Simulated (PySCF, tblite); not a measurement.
# C4H7NOSi: geometry, infrared bands and NMR shifts

Wanted: the infrared bands and NMR shifts of C4H7NOSi (`Nc1coc([SiH3])c1`), by calculation.

Computed with tblite 0.8.0 and PySCF 2.14.0, with density-fitted response routines of our own, on a single molecule in the gas phase. Atoms are numbered from 0 throughout.

### 1 Starting geometry

14 atoms, charge 0, multiplicity 1; geometry from: force field or distance geometry start.

Bonds of the start (Å): N0–C1 1.32, C1–C2 1.39, C2–O3 1.35, O3–C4 1.36, C4–Si5 1.86, C4–C6 1.40, C6–C1 1.41, N0–H7 1.02, N0–H8 1.02, C2–H9 1.09, Si5–H10 1.49, Si5–H11 1.49, Si5–H12 1.48, C6–H13 1.08.

### 2 Relaxing the molecule with GFN2-xTB

The job: settings as JSON, then the geometry in Å.

```
{"job": {"kind": "relax", "xc": "GFN2-xTB", "basis": "xTB"}, "charge": 0, "multiplicity": 1}
N     -2.684300     0.289800    -0.134700
C     -1.414400     0.011100     0.111500
C     -0.922100    -0.796200     1.128200
O      0.423800    -0.841200     1.063000
C      0.839500    -0.071800     0.018500
Si     2.660300     0.054900    -0.327200
C     -0.290200     0.475600    -0.598500
H     -2.972700     0.900400    -0.893900
H     -3.453800    -0.078900     0.422300
H     -1.394600    -1.365300     1.922100
H      2.888200     0.935000    -1.503400
H      3.371300     0.640400     0.843700
H      3.232400    -1.281600    -0.616600
H     -0.284200     1.127200    -1.457400
```

Started as:

```console
OMP_NUM_THREADS=1 python probes_run.py task.json out
```

One launch serves the whole session: the jobs run in the order shown.

**Question.** This job is followed by: GFN2-xTB harmonic vibrations, gas phase; GIAO PBE0/pcSseg-1 NMR shielding, non-relativistic, gas phase. Predict these results of the whole session: strongest single infrared mode (GFN2-xTB); zero-point energy (GFN2-xTB); 13C shifts against TMS (PBE0/pcSseg-1); 1H shifts against TMS (PBE0/pcSseg-1, means over atoms taken as alike); 15N shifts against NH3 (PBE0/pcSseg-1); 17O shifts against H2O (PBE0/pcSseg-1); 29Si shifts against TMS (PBE0/pcSseg-1); surface potential, 1st and 99th percentile.

The runs gave:

| quantity | value |
| --- | --- |
| strongest single infrared mode (GFN2-xTB) | 2247 cm⁻¹, 380 km/mol |
| zero-point energy (GFN2-xTB) | 61.5 kcal/mol |
| 13C shifts against TMS (PBE0/pcSseg-1) | 152.4, 141.8, 135.8, 122.9 ppm |
| 1H shifts against TMS (PBE0/pcSseg-1, means over atoms taken as alike) | 7.50, 6.62, 4.38, 2.77 ppm |
| 15N shifts against NH3 (PBE0/pcSseg-1) | 50.0 ppm |
| 17O shifts against H2O (PBE0/pcSseg-1) | 298.5 ppm |
| 29Si shifts against TMS (PBE0/pcSseg-1) | -87.4 ppm |
| surface potential, 1st and 99th percentile | -1.31 V and 1.75 V |

What this shows: Relaxing lowered the energy by 0.189 eV in 116 steps; the close pair that moved most is N0–C1, from 1.323 to 1.388 Å. All 36 modes are real, so the xTB geometry is a minimum. The strongest single mode, at 2247 cm⁻¹, moves mainly H11. GFN2-xTB is a fitted tight-binding method: band positions and strengths are rough. Its intensities can rank the bands wrongly. At PBE0/pcSseg-1: The largest span, 354 ppm, is at O3, where the paramagnetic term is -360 ppm. NICS(1)zz of -24 ppm above the planar ring from C1 marks a diatropic (aromatic) ring current.
